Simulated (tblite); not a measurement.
# C5H11ClO3Si: the cost of one run

Programs: tblite 0.8.0 and PySCF 2.14.0, with density-fitted response routines of our own. Each step states its level of theory. These are calculated values for one molecule in the gas phase, unless marked as measured. Atoms count from 0, in the outputs and in this text.

### 1 The starting structure

21 atoms, charge 0, multiplicity 1; geometry from: force field or distance geometry start.

Bonds of the start (Å): C0–C1 1.50, C1–O2 1.39, O2–C3 1.40, C3–C4 1.48, C4–O5 1.36, O5–C6 1.37, C6–Si7 1.87, Si7–Cl8 2.07, Si7–O9 1.74, O9–C3 1.39, C0–H10 1.13, C0–H11 1.10, C0–H12 1.13, C1–H13 1.10, C1–H14 1.13, C3–H15 1.11, C4–H16 1.12, C4–H17 1.14, C6–H18 1.13, C6–H19 1.10, Si7–H20 1.49.

### 2 Optimising the geometry with GFN2-xTB

Job settings and geometry (Å):

```
{"job": {"kind": "relax", "xc": "GFN2-xTB", "basis": "xTB"}, "charge": 0, "multiplicity": 1}
C     -2.504300    -0.511700    -0.779000
C     -2.180000     0.134100     0.536700
O     -0.823200    -0.022900     0.780000
C     -0.116100     0.620000    -0.246500
C      0.728300    -0.399200    -0.912100
O      2.053100    -0.138800    -1.086100
C      2.817900     0.001900     0.046000
Si     1.780600     0.882500     1.332900
Cl     2.860000     2.189500     2.517000
O      0.539800     1.661800     0.391100
H     -3.499800    -1.041200    -0.694900
H     -1.768300    -1.268000    -1.089400
H     -2.588200     0.251500    -1.601400
H     -2.506900     1.187400     0.516500
H     -2.790600    -0.413300     1.320800
H     -0.843300     1.066200    -0.955700
H      0.550100    -1.426200    -0.491400
H      0.313500    -0.479900    -1.971000
H      3.623800     0.746500    -0.208300
H      3.255500    -0.923900     0.448100
H      1.089100    -0.158500     2.146400
```

Started as:

```sh
$ OMP_NUM_THREADS=1 python probes_run.py task.json out
```

This one command runs all jobs of the session in turn.

**Question.** How long does this first job take on 1 thread of Intel Xeon 6975P-C, shared host, and how much memory does it need?

About 1.7 s, with a peak of 0.18 GiB.
